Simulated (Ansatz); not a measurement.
# HF/3-21G run of C2HClFIn (SMILES C#[C][In]([F])[Cl])

Aim: the energy change on altering one bond length of C2HClFIn at HF/3-21G, from 2 runs. 

The results are computed with Ansatz 0.2.0.

117 further runs of the same task are left out: 1 that didn't finish, 116 set aside as unsound or not needed.

### Step 1. The structure to begin with

The species is C2HClFIn (6 atoms), meant as a singlet with charge 0. As SMILES, `C#[C][In]([F])[Cl]`. Geometry: relaxed at PBE0-D4/def2-TZVP.

Bond lengths: C1–C2 1.206 Å, C2–In3 2.048 Å, In3–F4 1.933 Å, In3–Cl5 2.293 Å, C1–H6 1.067 Å. Angles: C1–C2–In3 179.4°, C2–In3–F4 120.7°, C2–In3–Cl5 127.6°, F4–In3–Cl5 111.7°, C2–C1–H6 179.8°.

### Step 2. A single-point energy at HF/3-21G

Contents of molecule.yaml:

```yaml
crystal:
  periodic: [false, false, false]
  atoms:
    - {symbol: C, position_ang: [1.088300, 0.340300, 1.700800]}
    - {symbol: C, position_ang: [0.438900, 0.120100, 0.708700]}
    - {symbol: In, position_ang: [-0.655800, -0.235700, -0.984700]}
    - {symbol: F, position_ang: [-1.773600, -1.806600, -1.123700]}
    - {symbol: Cl, position_ang: [-0.759200, 1.049500, -2.880900]}
    - {symbol: H, position_ang: [1.661500, 0.532400, 2.579900]}
basis:
  gaussian:
    orbitals: 3-21G-spherical.json
accuracy: high
hamiltonian:
  xc: hf
output: {orbitals: {seedname: orbitals}}
```

The basis set 3-21G is read from a file made from the Basis Set Exchange's data (not shown).

Run with:

```console
$ ansatz run molecule.yaml --threads 1 --pin off --max-ram 3480MiB --events-out events.jsonl --progress --plain --runs-dir runs
```

Output:

```text
Warning: RAYON_NUM_THREADS=1 ignored (pool sized by the plan → 1); use --threads N
Functional definition: HF
  name "HF"
  exchange = exact_x
  correlation = 0
1514 factors; integrals over basis functions are off by at most 9.5e-9 eV
mean field evaluation 1: about -172704.6228 eV, gradient 3.5e1 eV
mean field evaluation 2: about -172704.9089 eV, gradient 3.5e1 eV
mean field evaluation 4: about -172707.6340 eV, gradient 2.3e0 eV
mean field evaluation 8: about -172707.6727 eV, gradient 2.1e-1 eV
mean field evaluation 16: about -172707.6730 eV, gradient 2.0e-8 eV
mean field -172707.67302612 eV, -6346.8899182444 hartree, gradient 7.7e-8 eV, S^2 0.000000; 0 other end points of the search recorded, 0 dependent functions left out
reference -172707.67302612 eV, -6346.8899182444 hartree; 44, 44 occupied and 29, 29 virtual orbitals, 1514 factors
Total energy: -172707.67302612 eV, -6346.8899182444 hartree
```

It took 2.2 s on 1 thread of Arm Neoverse V2, shared host; peak memory 0.22 GiB.

### Step 3. The distorted shape, same level

Contents of input.yaml:

```yaml
crystal:
  periodic: [false, false, false]
  atoms:
    - {symbol: C, position_ang: [1.119318, -0.045235, 2.269623]}
    - {symbol: C, position_ang: [0.469918, -0.265435, 1.277523]}
    - {symbol: In, position_ang: [-0.624782, -0.621235, -0.415877]}
    - {symbol: F, position_ang: [-1.742582, -2.192135, -0.554877]}
    - {symbol: Cl, position_ang: [-0.759200, 1.049500, -2.880900]}
    - {symbol: H, position_ang: [1.692518, 0.146865, 3.148723]}
basis:
  gaussian: {orbitals: 3-21G-spherical.json}
hamiltonian: {xc: hf}
accuracy: high
output: {orbitals: {seedname: orbitals}}
```

The basis set 3-21G is read from a file made from the Basis Set Exchange's data (not shown).

Run with:

```console
$ ansatz run input.yaml --threads 1 --pin off --max-ram 3480MiB --events-out events.jsonl --progress --plain --runs-dir runs
```

Output:

```text
Warning: RAYON_NUM_THREADS=1 ignored (pool sized by the plan → 1); use --threads N
[... 4 set-up lines as earlier in the session ...]
1486 factors; integrals over basis functions are off by at most 2.4e-8 eV
mean field evaluation 1: about -172702.9309 eV, gradient 3.6e1 eV
mean field evaluation 2: about -172703.1937 eV, gradient 3.6e1 eV
mean field evaluation 4: about -172706.4394 eV, gradient 2.7e0 eV
mean field evaluation 8: about -172706.4921 eV, gradient 3.7e-1 eV
mean field evaluation 16: about -172706.4929 eV, gradient 7.2e-7 eV
mean field -172706.49294134 eV, -6346.8465509289 hartree, gradient 3.2e-8 eV, S^2 0.000000; 0 other end points of the search recorded, 0 dependent functions left out
reference -172706.49294134 eV, -6346.8465509289 hartree; 44, 44 occupied and 29, 29 virtual orbitals, 1486 factors
Total energy: -172706.49294134 eV, -6346.8465509289 hartree
```

Wall time 2.2 s (1 thread of Arm Neoverse V2, shared host); peak memory 0.21 GiB.

### Step 4. What came out

Level: HF/3-21G.

| quantity | value |
| --- | --- |
| first shape: total energy | -6346.88992 Eh |
| first shape: HOMO energy | -11.67 eV |
| first shape: LUMO energy | 0.87 eV |
| first shape: HOMO–LUMO gap | 12.55 eV |
| distorted shape: total energy | -6346.84655 Eh |
| distorted shape: HOMO energy | -11.02 eV |
| distorted shape: LUMO energy | -0.34 eV |
| distorted shape: HOMO–LUMO gap | 10.68 eV |
| energy change with the In3–Cl5 bond stretched from 2.293 to 2.981 Å | 1.180 eV |

**Reading.** With the In3–Cl5 bond stretched from 2.293 to 2.981 Å the energy rises by 1.18 eV (114 kJ/mol). The first shape isn't relaxed at this level, so the change isn't measured from a minimum. Relativity is left out (first shape) although the molecule holds a heavy atom. Relativity is left out (distorted shape) although the molecule holds a heavy atom.
